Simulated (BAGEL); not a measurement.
**A workflow on Si2H3F3 (SMILES F[Si](F)(F)[SiH3])**

Aim: the energy (HF/6-31G*), then a single-point energy (NEVPT2(2,2)/6-31G*), then the energy (CASPT2(2,2)/6-31G*) of Si2H3F3. 

Program for the calculation: BAGEL 1.2.2.

### Step 1. The system as given

Si2H3F3: 8 atoms, total charge 0, spin state singlet. As SMILES, `F[Si](F)(F)[SiH3]`. The Si2–Si5 distance was set to 4.424 Å, away from the relaxed value. At this shape a bond of the SMILES string is far longer than usual.

Bond lengths: F1–Si2 1.582 Å, Si2–F3 1.582 Å, Si2–F4 1.582 Å, Si5–H6 1.484 Å, Si5–H7 1.484 Å, Si5–H8 1.484 Å. Angles: F1–Si2–F3 107.0°, F1–Si2–F4 107.0°, F3–Si2–F4 107.0°, H6–Si5–H7 110.2°, H6–Si5–H8 110.2°, H7–Si5–H8 110.2°.

### Step 2. The energy at HF/6-31G(d) (density fitting with svp-jkfit, spherical functions) (run 1)

File hf.json:

```json
{ "bagel" : [

{
  "title" : "molecule",
  "basis" : "6-31gs.json",
  "df_basis" : "svp-jkfit",
  "angstrom" : "false",
  "geometry" : [
    { "atom" : "F", "xyz" : [     4.32199451,    -5.47516208,     3.32174735 ] },
    { "atom" : "Si", "xyz" : [     2.85537806,    -5.34288125,     0.72091729 ] },
    { "atom" : "F", "xyz" : [     0.93976269,    -7.63700877,     0.68198893 ] },
    { "atom" : "F", "xyz" : [     4.86075543,    -5.84441457,    -1.43790584 ] },
    { "atom" : "Si", "xyz" : [    -1.04067218,     1.98496832,    -0.28837221 ] },
    { "atom" : "H", "xyz" : [    -2.88296618,     2.32039471,     1.79883030 ] },
    { "atom" : "H", "xyz" : [     0.87040785,     4.03607706,    -0.23205837 ] },
    { "atom" : "H", "xyz" : [    -2.36839375,     1.96607106,    -2.75805528 ] }
  ]
},

{ "title" : "hf" },

{ "title" : "print", "file" : "orbitals.molden", "orbitals" : "true" }

]}
```

The basis set 6-31G* is read from a file made from the Basis Set Exchange's data (not shown).

Started as:

```
$ BAGEL_NUM_THREADS=1 BAGEL hf.json > hf.out
```

Output:

```text
* using 1 threads per process

  ===============================================================
  ===============================================================

  *** Geometry ***

  { "atom" : "F", "xyz" : [      4.321995,     -5.475162,      3.321747 ] },
  { "atom" : "Si", "xyz" : [      2.855378,     -5.342881,      0.720917 ] },
  { "atom" : "F", "xyz" : [      0.939763,     -7.637009,      0.681989 ] },
[... 4 lines of this table left out ...]
  { "atom" : "H", "xyz" : [     -2.368394,      1.966071,     -2.758055 ] },

  Number of auxiliary basis functions:      541

  Since a DF basis is specified, we compute 2- and 3-index integrals:
    o Being stored without compression. Storage requirement is 0.031 GB

  Number of basis functions:       84
  Number of electrons      :       58

    * METHOD: MOLECULE                             0.31

  *** RHF ***

  === Nuclear Repulsion ===
   266.1155240130

      * DIIS with orbital gradients will be used.

  === RHF iteration (6-31gs.json) ===
      0       -877.52668668          0.02306796           0.10
      1       -877.73095803          0.01657775           0.10
      2       -877.90175657          0.00153399           0.10
[... 9 lines of this table left out ...]
     12       -877.90606640          0.00000000           0.10
    * SCF iteration converged.

    * Permanent dipole moment:
           (    0.895822,    -1.685352,     0.231978) a.u.

    * METHOD: HF                                   1.49

    * METHOD: PRINT                                0.02

  ===============================================================
```

It took 1.9 s on 1 thread of Arm Neoverse V1, shared host; peak memory 0.15 GiB.

### Step 3. A single-point energy at NEVPT2(2,2)/6-31G(d) (density fitting with svp-jkfit, spherical functions) (run 2)

File input.json:

```json
{ "bagel" : [

{
  "title" : "molecule",
  "basis" : "6-31gs.json",
  "df_basis" : "svp-jkfit",
  "angstrom" : false,
  "geometry" : [
    { "atom" : "F", "xyz" : [  4.32199451, -5.47516208,  3.32174735 ] },
    { "atom" : "Si", "xyz" : [  2.85537806, -5.34288125,  0.72091729 ] },
    { "atom" : "F", "xyz" : [  0.93976269, -7.63700877,  0.68198893 ] },
    { "atom" : "F", "xyz" : [  4.86075543, -5.84441457, -1.43790584 ] },
    { "atom" : "Si", "xyz" : [ -1.04067218,  1.98496832, -0.28837221 ] },
    { "atom" : "H", "xyz" : [ -2.88296618,  2.32039471,  1.79883030 ] },
    { "atom" : "H", "xyz" : [  0.87040785,  4.03607706, -0.23205837 ] },
    { "atom" : "H", "xyz" : [ -2.36839375,  1.96607106, -2.75805528 ] }
  ]
},
{
  "title" : "hf"
},
{
  "title" : "nevpt2",
  "nstate" : 1,
  "nact" : 2,
  "nclosed" : 28,
  "active" : [29, 30],
  "maxiter" : 200,
  "natocc" : true,
  "ncore" : 13
},
{
  "title" : "print",
  "file" : "orbitals.molden",
  "orbitals" : true
}

]}
```

The basis set 6-31G* is read from a file made from the Basis Set Exchange's data (not shown).

Started as:

```
$ BAGEL_NUM_THREADS=1 BAGEL input.json > input.out
```

Output:

```text
* using 1 threads per process

  ===============================================================
  ===============================================================

  *** Geometry ***

  { "atom" : "F", "xyz" : [      4.321995,     -5.475162,      3.321747 ] },
  { "atom" : "Si", "xyz" : [      2.855378,     -5.342881,      0.720917 ] },
  { "atom" : "F", "xyz" : [      0.939763,     -7.637009,      0.681989 ] },
[... 4 lines of this table left out ...]
  { "atom" : "H", "xyz" : [     -2.368394,      1.966071,     -2.758055 ] },

[... 23 lines left out ...]
    * SCF iteration converged.
[... 1 line left out ...]
    * Permanent dipole moment:
[... 28 lines left out ...]
    * Second-order optimization converged. *
[... 9 lines left out ...]
     * ci vector, state   0, <S^2> = 0.0000
       2.     0.8356694585
       .2    -0.5492326976

  === DF-NEVPT2 calculation ===

    * 3-index integral transformation done
    * assembly done

      NEVPT2 correlation energy:   -0.6488508596      0.19

          (+0)     -0.5978674482
          (+0)'    -0.0048991401
          (+1)     -0.0188420550
          (+1)'    -0.0000000000
          (+2)     -0.0001093187
          (-1)     -0.0268044761
          (-1)'     0.0000000000
          (-2)     -0.0003284215

      NEVPT2 total energy:       -878.6330286362

    * METHOD: NEVPT2                               4.25

    * METHOD: PRINT                                0.02

  ===============================================================
```

It took 6.3 s on 1 thread of Arm Neoverse V1, shared host; peak memory 0.15 GiB.

### Step 4. The energy at CASPT2(2,2)/6-31G(d) (density fitting with svp-jkfit, spherical functions) (run 3)

Changes to input.json since step 3:

```diff
@@ -18,20 +18,6 @@
 },
-{
-  "title" : "hf"
-},
-{
-  "title" : "nevpt2",
-  "nstate" : 1,
-  "nact" : 2,
-  "nclosed" : 28,
-  "active" : [29, 30],
-  "maxiter" : 200,
-  "natocc" : true,
-  "ncore" : 13
-},
-{
-  "title" : "print",
-  "file" : "orbitals.molden",
-  "orbitals" : true
-}
+{ "title" : "hf" },
+{ "title" : "casscf", "nstate" : 1, "nact" : 2, "nclosed" : 28, "nspin" : 0, "active" : [29, 30], "maxiter" : 200, "natocc" : true },
+{ "title" : "print", "file" : "orbitals.molden", "orbitals" : true },
+{ "title" : "smith", "method" : "caspt2", "ms" : true, "xms" : true, "sssr" : true, "shift" : 0.2, "shift_imag" : true, "ncore" : 13 }
```

The basis set 6-31G* is read from a file made from the Basis Set Exchange's data (not shown).

Started as:

```
$ BAGEL_NUM_THREADS=1 BAGEL input.json > input.out
```

Output:

```text
* using 1 threads per process

  ===============================================================
  ===============================================================

  *** Geometry ***

  { "atom" : "F", "xyz" : [      4.321995,     -5.475162,      3.321747 ] },
  { "atom" : "Si", "xyz" : [      2.855378,     -5.342881,      0.720917 ] },
  { "atom" : "F", "xyz" : [      0.939763,     -7.637009,      0.681989 ] },
[... 4 lines of this table left out ...]
  { "atom" : "H", "xyz" : [     -2.368394,      1.966071,     -2.758055 ] },

[... 25 lines left out ...]
    * Permanent dipole moment:
[... 37 lines left out ...]
     * ci vector, state   0, <S^2> = 0.0000
[... 21 lines left out ...]
       #      aibj      arbs      arbi      airj      risj      airs      arst      rist         Etot      error   time
[... 7 lines left out ...]
      ------------------------------------------------------------------------------------------------------------------

    * CASPT2 energy : state  0     -878.6381992667
        w/o shift correction       -878.6358764995
        reference weight              0.8519158545

    * METHOD: SMITH                                0.69

  ===============================================================
```

It took 6.6 s on 1 thread of Arm Neoverse V1, shared host; peak memory 0.2 GiB.

### Step 5. Summary of results

```
                               quantity          value
         run 1, HF/6-31G*: total energy  -877.90607 Eh
        run 1, HF/6-31G*: dipole moment         4.89 D
          run 1, HF/6-31G*: HOMO energy       -7.70 eV
          run 1, HF/6-31G*: LUMO energy       -1.73 eV
        run 1, HF/6-31G*: HOMO–LUMO gap        5.97 eV
run 2, NEVPT2(2,2)/6-31G*: total energy  -878.63303 Eh
run 3, CASPT2(2,2)/6-31G*: total energy  -878.63820 Eh
```

**Reading.** One bond (run 1, HF/6-31G*) is far stretched, which a spin-restricted single reference describes badly; a broken-symmetry solution may lie lower.
